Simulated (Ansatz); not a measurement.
# F2H7NW: the cost of one run

Method: RKS PBE-D4/def2-SVP, in Ansatz 0.2.0.

1 further run of the same task is left out (it didn't finish).

### Step 1. The system as given

Bond lengths: W1–F2 2.200 Å, W1–F3 1.850 Å, W1–H4 1.720 Å, W1–H5 1.720 Å, W1–H6 1.720 Å, W1–H7 1.720 Å, W1–N8 2.380 Å, N8–H9 1.060 Å, N8–H10 1.060 Å, W1–H11 2.302 Å. Angles (14 of 31 angles, heavy atoms first): F2–W1–F3 90.0°, F2–W1–N8 71.6°, F3–W1–N8 48.9°, F2–W1–H4 90.0°, F2–W1–H5 90.0°, F2–W1–H6 90.0°, F2–W1–H7 180.0°, F2–W1–H11 34.5°, F3–W1–H4 90.0°, F3–W1–H5 180.0°, F3–W1–H6 90.0°, F3–W1–H7 90.0°, F3–W1–H11 66.9°, H4–W1–N8 46.8°.

As a file:

```xyz
11

W     0.0000    0.0000    0.0000
F     0.0000    0.0000    2.2000
F     1.8500    0.0000    0.0000
H     0.0000    1.7200    0.0000
H    -1.7200    0.0000    0.0000
H     0.0000   -1.7200    0.0000
H     0.0000    0.0000   -1.7200
N     1.5641    1.6294    0.7505
H     2.4032    1.3328    1.3263
H     1.4216    2.6516    0.5089
H     0.9033    0.9410    1.8973
```

### Step 2. Pulling towards end A

Springs on the bonds that form and break draw the guess towards this end; the thresholds are loose.

input.yaml

```yaml
crystal:
  periodic: [false, false, false]
  atoms:
    - { symbol: W, position_ang: [0.0, 0.0, 0.0] }
    - { symbol: F, position_ang: [0.0, 0.0, 2.2] }
    - { symbol: F, position_ang: [1.85, 0.0, 0.0] }
    - { symbol: H, position_ang: [0.0, 1.72, 0.0] }
    - { symbol: H, position_ang: [-1.72, 0.0, 0.0] }
    - { symbol: H, position_ang: [0.0, -1.72, 0.0] }
    - { symbol: H, position_ang: [0.0, 0.0, -1.72] }
    - { symbol: "N", position_ang: [1.5641, 1.6294, 0.7505] }
    - { symbol: H, position_ang: [2.4032, 1.3328, 1.3263] }
    - { symbol: H, position_ang: [1.4216, 2.6516, 0.5089] }
    - { symbol: H, position_ang: [0.9033, 0.941, 1.8973] }
basis:
  gaussian: { orbitals: def2-SVP }
hamiltonian:
  xc: pbe
  dispersion: d4
relax:
  f_tol: 0.15
  max_steps: 25
  restrain:
    - { distance: [0, 7], at: 3.28, k: 30.0 }
    - { distance: [10, 1], at: 2.12, k: 30.0 }
    - { distance: [0, 1], at: 1.85, k: 30.0 }
    - { distance: [10, 7], at: 1.06, k: 30.0 }
```

Run with:

```console
$ ansatz run input.yaml --threads 2 --pin off --max-ram 3072MiB --backend cpu --events-out ev --progress --plain --runs-dir out
```

What time and memory should one allow on 2 threads of Arm Neoverse V2, shared host?

About 41 s, with a peak of 0.15 GiB.
